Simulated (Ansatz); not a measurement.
Crystal: HPbNO4.

```
H Pb N O
1.0
     4.19923    0.11117    0.16817
     1.91600    3.89132    0.12568
     1.76085    1.25259    6.37266
H Pb N O
1 1 1 4
Direct
  0.89145 0.68202 0.62796
  0.14426 0.92872 0.88352
  0.25670 0.28861 0.30171
  0.83108 0.65056 0.78405
  0.38694 0.22380 0.11295
  0.31104 0.03576 0.45856
  0.07726 0.60633 0.32275
```

The cell was built by a generator and needn't be a form met in nature.

Program: Ansatz 0.2.0. Alike in all runs: potentials or basis all-electron LAPW, scalar-relativistic; no spin polarisation; cell as given; smearing fermi-dirac 0.05 eV.

Order these runs on this cell by their pressure, lowest first.
A. level PBEsol; k mesh 5 × 5 × 4; cutoff (eV) 732; basis error allowed 0.002 eV/atom
B. level LDA; k mesh 5 × 5 × 4; cutoff (eV) 734; basis error allowed 0.002 eV/atom
C. level RPBE; k mesh 5 × 5 × 4; cutoff (eV) 730; basis error allowed 0.002 eV/atom
D. level PBE; k mesh 7 × 7 × 5; cutoff (eV) 802; basis error allowed 0.001 eV/atom

B (-5.9 GPa), A (-2.9 GPa), D (-0.1 GPa), C (2.5 GPa).

Not every run made on this cell is shown here.
